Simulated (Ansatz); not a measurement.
# C₃H₁₀Si₂: one species, many methods

An exercise on one series of results from a longer session: the logs are not shown, and one member is left open.

Program: Ansatz 0.2.0, Gaussian basis. Level of theory: functionals in def2-TZVPP, the program's frozen cores in correlated methods. These are calculated values, not measurements.

Plan: LDA (SPW92), PBE-D4, revPBE-D4, BLYP-D4, r2SCAN-D4, B97M-V, PBE0-D4, B3LYP-D4, r2SCANh-D4, r2SCAN0-D4, HSE06-D4, BHLYP-D4, CAM-B3LYP-D4, LC-ωPBE, ωB97X-V, ωB97M-V, B2PLYP, PBE-QIDH; CCSD(T)/def2-SVP; CCSD(T)/def2-TZVPP; MP2/def2-QZVPP; extrapolation to the limit; RPA on PBE.

### Structure used throughout

All runs share one geometry, relaxed beforehand with PBE0-D4 in a triple-zeta def2 set.

SMILES `C=C([SiH3])[SiH2]C`, 15 atoms, charge 0, spin multiplicity 1.

Atoms are counted from 1 here; the program's logs count them from 0.

Bond lengths: C1–C2 1.337 Å, C1–H6 1.089 Å, C1–H7 1.089 Å, C2–Si3 1.864 Å, C2–Si4 1.869 Å, Si3–H8 1.489 Å, Si3–H9 1.488 Å, Si3–H10 1.489 Å, Si4–C5 1.870 Å, Si4–H11 1.491 Å, Si4–H12 1.491 Å, C5–H13 1.093 Å, C5–H14 1.093 Å, C5–H15 1.093 Å. Angles: C2–C1–H6 122.5°, C2–C1–H7 122.1°, H6–C1–H7 115.4°, C1–C2–Si3 119.1°, C1–C2–Si4 119.5°, Si3–C2–Si4 121.4°, C2–Si3–H8 110.7°, C2–Si3–H9 109.7°, C2–Si3–H10 110.7°, H8–Si3–H9 109.4°, H8–Si3–H10 107.2°, H9–Si3–H10 109.1°, C2–Si4–C5 111.4°, C2–Si4–H11 107.9°, C2–Si4–H12 109.2°, C5–Si4–H11 110.7°, C5–Si4–H12 109.1°, H11–Si4–H12 108.5° and more.

The first run:

Input file in.yaml:

```yaml
crystal:
  periodic: [false, false, false]
  atoms:
    - {symbol: C, position_ang: [-0.109049, 1.043461, 1.828750]}
    - {symbol: C, position_ang: [-0.359766, 0.298025, 0.747147]}
    - {symbol: Si, position_ang: [-1.951805, 0.561138, -0.186437]}
    - {symbol: Si, position_ang: [0.889769, -0.979176, 0.198805]}
    - {symbol: C, position_ang: [1.505394, -0.630648, -1.532626]}
    - {symbol: H, position_ang: [-0.800940, 1.803747, 2.188941]}
    - {symbol: H, position_ang: [0.803347, 0.928913, 2.412670]}
    - {symbol: H, position_ang: [-2.745134, -0.697373, -0.236623]}
    - {symbol: H, position_ang: [-2.752330, 1.624919, 0.478404]}
    - {symbol: H, position_ang: [-1.676676, 0.965717, -1.593124]}
    - {symbol: H, position_ang: [2.018992, -0.963586, 1.171970]}
    - {symbol: H, position_ang: [0.257254, -2.328947, 0.228295]}
    - {symbol: H, position_ang: [1.974626, 0.354498, -1.586298]}
    - {symbol: H, position_ang: [2.241459, -1.377873, -1.838640]}
    - {symbol: H, position_ang: [0.683158, -0.653614, -2.252036]}
basis:
  gaussian: {orbitals: def2-TZVPP}
hamiltonian: {xc: lda}
output: {orbitals: {seedname: orbitals}}
```

Started as:

```sh
ansatz run in.yaml --threads 4 --pin off --events-out ev --progress --plain --max-ram 10444MiB
```

Steps of the session up to this table: LDA; PBE-D4 (GGA); revPBE-D4 (GGA); BLYP-D4 (GGA); r2SCAN-D4 (meta-GGA); B97M-V (meta-GGA); B3LYP-D4 (hybrid); r2SCANh-D4 (hybrid); r2SCAN0-D4 (hybrid); HSE06-D4 (hybrid); BHLYP-D4 (hybrid); CAM-B3LYP-D4 (range-separated); LC-ωPBE (range-separated); ωB97X-V (range-separated); ωB97M-V (range-separated); B2PLYP (double hybrid); PBE-QIDH (double hybrid).

One table of the session follows, with a row left open; its other results are not shown here.

It belongs to the step «Orbital energies across the functionals». 

```
  functional  HOMO (eV)  gap (eV)
 LDA (SPW92)      -7.02      5.01
      PBE-D4      -6.88      5.08
   revPBE-D4      -6.83      5.11
     BLYP-D4      -6.72      5.08
   r2SCAN-D4          ?         ?
      B97M-V      -7.18      5.53
     PBE0-D4      -7.99      7.18
    B3LYP-D4      -7.76      6.76
  r2SCANh-D4      -7.52      6.27
  r2SCAN0-D4      -8.14      7.43
    HSE06-D4      -7.59      6.40
    BHLYP-D4      -8.93      9.25
CAM-B3LYP-D4      -9.28      9.65
     LC-ωPBE     -10.67     12.17
     ωB97X-V     -10.29     11.71
     ωB97M-V     -10.19     11.46
```

Estimate the missing values for r2SCAN-D4.

Worked estimate for «HOMO (eV)». Against the share of exact exchange, r2SCANh-D4 (0.1, -7.52), r2SCAN0-D4 (0.25, -8.14) give a slope of -4.13 per unit share; at 0 the line stands at -7.11.

The run gave: HOMO (eV): -7.11; gap (eV): 5.49. In «HOMO (eV)» the line misses by 0.00.
